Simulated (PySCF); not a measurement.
# [Pm(NH2)2]+: other functionals and bases at one geometry

Aim: see how levels, charges and forces of [Pm(NH2)2]+ depend on the level of theory. The structure is generated, not taken from experiment.

The runs use PySCF 2.14.0; several levels, as the steps say, no spin–orbit coupling.

1 further run of the same task is left out (for a known fault of the program).

## Step 1: The system as given

7 atoms, charge 1, spin multiplicity 1.

Bond lengths: Pm1–N2 2.128 Å, Pm1–H3 2.894 Å, Pm1–H4 2.830 Å, Pm1–N5 2.128 Å, Pm1–H6 2.830 Å, Pm1–H7 2.894 Å, N2–H3 1.023 Å, N2–H4 1.024 Å, N5–H6 1.024 Å, N5–H7 1.023 Å. Angles: N2–Pm1–H3 15.7°, N2–Pm1–H4 17.5°, N2–Pm1–N5 105.4°, N2–Pm1–H6 88.0°, N2–Pm1–H7 121.1°, H3–Pm1–H4 33.2°, H3–Pm1–N5 121.1°, H3–Pm1–H6 103.7°, H3–Pm1–H7 136.8°, H4–Pm1–N5 88.0°, H4–Pm1–H6 70.5°, H4–Pm1–H7 103.7°, N5–Pm1–H6 17.5°, N5–Pm1–H7 15.7°, H6–Pm1–H7 33.2°, Pm1–N2–H3 130.1°, Pm1–N2–H4 123.9°, H3–N2–H4 106.0° and more.

Coordinates:

```xyz
7

Pm    0.0000   -0.7767    0.0129
N     1.6931   -0.0307    1.0636
H     2.6912   -0.1573    0.8790
H     1.6335    0.5626    1.8964
N    -1.6931   -0.0307    1.0636
H    -1.6335    0.5626    1.8964
H    -2.6912   -0.1573    0.8790
```

Formal oxidation states: Pm +3. Each metal's 4 4f electrons lie in its core potential, so multiplicities, spins and levels count the valence alone. An earlier session relaxed this geometry at PBE0, Pm lcecp-1-SVP with ECP50, N def2-SVP, H def2-SVP (singlet, point group C2v).

At PBE0 on the finer grid: E = -145.636389 Eh, HOMO -11.52 eV, LUMO -6.37 eV, Mulliken charge on Pm1 +1.23 e, largest force component 0.015 eV/Å. 

Levels to run: PBE; TPSSh; PBE0, TZVP. Hardware: 2 threads of Arm Neoverse V1, shared host.

## Step 2: PBE

Contents of run.py (the lines that set the calculation):

```python
mol = gto.M(atom='''
Pm     0.00000    -0.77670     0.01287
N      1.69311    -0.03069     1.06364
H      2.69119    -0.15726     0.87903
H      1.63347     0.56261     1.89643
N     -1.69311    -0.03069     1.06364
H     -1.63347     0.56261     1.89643
H     -2.69119    -0.15726     0.87903''',
    basis={'Pm': 'lcecp-1-SVP', 'N': 'def2-SVP', 'H': 'def2-SVP'},
    ecp={'Pm': 'lcecp-1-SVP'},
    charge=1, spin=0)
mf = dft.RKS(mol, xc='PBE')
mf.grids.atom_grid = (75, 302)  # f atoms: unpruned, at least (60, 302)
mf = mf.density_fit()  # fitting sets: Pm AutoAux, N def2-universal-JKFIT, H def2-universal-JKFIT
mf.conv_tol = 1e-08; mf.max_cycle = 55
mf.kernel(dm0)  # dm0: the density of the relaxed state
```

Command:

```sh
$ OMP_NUM_THREADS=2 python run.py
```

## Step 3: TPSSh

run.py (the lines that set the calculation), as its differences from that of step 2:

```diff
@@ -11,3 +11,3 @@
     charge=1, spin=0)
-mf = dft.RKS(mol, xc='PBE')
+mf = dft.RKS(mol, xc='TPSSH')
 mf.grids.atom_grid = (75, 302)  # f atoms: unpruned, at least (60, 302)
```

## Step 4: PBE0, TZVP

Basis: Pm lcecp-1-TZVP with ECP50, N def2-TZVP, H def2-TZVP. 

Contents of run.py (the lines that set the calculation):

```python
mol = gto.M(atom='''
Pm     0.00000    -0.77670     0.01287
N      1.69311    -0.03069     1.06364
H      2.69119    -0.15726     0.87903
H      1.63347     0.56261     1.89643
N     -1.69311    -0.03069     1.06364
H     -1.63347     0.56261     1.89643
H     -2.69119    -0.15726     0.87903''',
    basis={'Pm': 'lcecp-1-TZVP', 'N': 'def2-TZVP', 'H': 'def2-TZVP'},
    ecp={'Pm': 'lcecp-1-TZVP'},
    charge=1, spin=0)
mf = dft.RKS(mol, xc='PBE0')
mf.grids.atom_grid = (75, 302)  # f atoms: unpruned, at least (60, 302)
mf = mf.density_fit()  # fitting sets: Pm AutoAux, N def2-universal-JKFIT, H def2-universal-JKFIT
mf.conv_tol = 1e-08; mf.max_cycle = 55
mf.kernel(dm0)  # dm0: free metal ions and neutral atoms
```

Before running it: what results should come out? Wanted: for each run, HOMO; gap; charge on Pm1; dipole; largest force.

**Answer**, as computed:

| level | state | HOMO (eV) | gap (eV) | charge on Pm1 (e) | dipole (D) | largest force (eV/Å) | basis functions | time |
| --- | --- | --- | --- | --- | --- | --- | --- | --- |
| PBE0 (relaxed here) | singlet | -11.52 | 5.15 | 1.23 | 2.85 | 0.02 | 81 | 9.2 s |
| PBE | singlet | -10.28 | 3.20 | 1.09 | 2.36 | 0.37 | 81 | 4.1 s |
| TPSSh | singlet | -10.76 | 4.17 | 1.22 | 2.79 | 0.30 | 81 | 5.7 s |
| PBE0, TZVP | singlet | -11.55 | 5.17 | 1.63 | 3.12 | 0.30 | 133 | 9.8 s |

Times are on 2 threads of Arm Neoverse V1, shared host; the first row also made further properties. The dipole of a charged species depends on the origin, so these sizes hold for this origin alone.

In one basis the HOMO–LUMO gap runs from 3.20 eV (PBE) to 5.15 eV (PBE0). The largest leftover force, 0.37 eV/Å with PBE, stands at a geometry relaxed at another level. The Mulliken charge on Pm spans +1.09 to +1.63 e over the levels. With 4f in the core, its levels are missing from HOMO and gap. Total energies of different levels can't be compared. Spin–orbit coupling is left out throughout.
